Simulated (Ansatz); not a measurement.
# MoS2: the cost of one run

Method: DFT PBEsol, scalar-relativistic, plane waves, PAW, in Ansatz 0.2.0.

The COD entry's cell or inner coordinates are ideal or old and differ from later refinements, so a difference from it is no clean test against experiment.

5 further runs of the same task are left out: 5 set aside as unsound or not needed.

## 1. The system as given

It takes space group R-3m (No. 166, trigonal). The conventional cell has a = 3.120 Å, b = 3.120 Å, c = 18.258 Å, α = 90.00°, β = 90.00°, γ = 120.00°. Around Mo (site symmetry -3m) lie 6 S at 2.41 Å. S (site symmetry 3m) is surrounded by 3 Mo at 2.41 Å.

As a file:

```cif
data_structure
_symmetry_space_group_name_H-M 'R-3m:H'
_symmetry_Int_Tables_number 166
_cell_length_a 3.1204
_cell_length_b 3.1204
_cell_length_c 18.2581
_cell_angle_alpha 90.000
_cell_angle_beta 90.000
_cell_angle_gamma 120.000
_cell_volume 153.96
loop_
_atom_site_label
_atom_site_type_symbol
_atom_site_symmetry_multiplicity
_atom_site_Wyckoff_symbol
_atom_site_fract_x
_atom_site_fract_y
_atom_site_fract_z
_atom_site_occupancy
Mo1 Mo 3 a 0.00000 0.00000 0.00000 1
S1 S 6 c 0.00000 0.00000 0.75436 1
```

It is the result of an earlier relaxation at this level (volume 17.11 Å³/atom; gap on the mesh: none (metal)).

## 2. The film's bulk: TaS2

Relaxed beforehand at this level: -3859.8534 eV/atom, gap on the mesh none (metal).

```
Ta S
1.0
    -1.66023   -0.95853   -6.14205
     0.00000    1.91707   -6.14205
     1.66023   -0.95853   -6.14205
Ta S
1 2
Direct
  0.00000 0.00000 0.00000
  0.75014 0.75014 0.75014
  0.24986 0.24986 0.24986
```

## 3. The bulk in the cell of the plane

Input file input.yaml:

```yaml
crystal:
  lattice:
    - [3.1204068994, 0.0, 0.0]
    - [-1.5602034497, 2.702351645, 0.0]
    - [1.5602034497, 0.9007838817, 6.0860250644]
  atoms:
    - { symbol: Mo, position: [0.0, 0.0, 0.0] }
    - { symbol: S, position: [0.491286699, 0.2456433495, 0.2630699515] }
    - { symbol: S, position: [0.508713301, 0.7543566505, 0.7369300485] }
basis:
  ecutwfc: 420
kpoints:
  mp_grid: { grid: [12, 12, 6] }
hamiltonian:
  xc: pbesol
scf:
  occupations: { method: gaussian, width: 0.1 }
output:
  forces: true
  stress: true
  eigenvalues: true
```

Started as:

```bash
ansatz run input.yaml --threads 2 --pin off --max-ram 5120MiB --backend cpu --events-out ev --progress --plain --runs-dir out
```

Q: Estimate wall time and peak memory on 2 threads of Intel Xeon Platinum 8259CL at 2.50GHz (Skylake/Cascade Lake), shared host.

About 5.3 s, with a peak of 0.51 GiB.
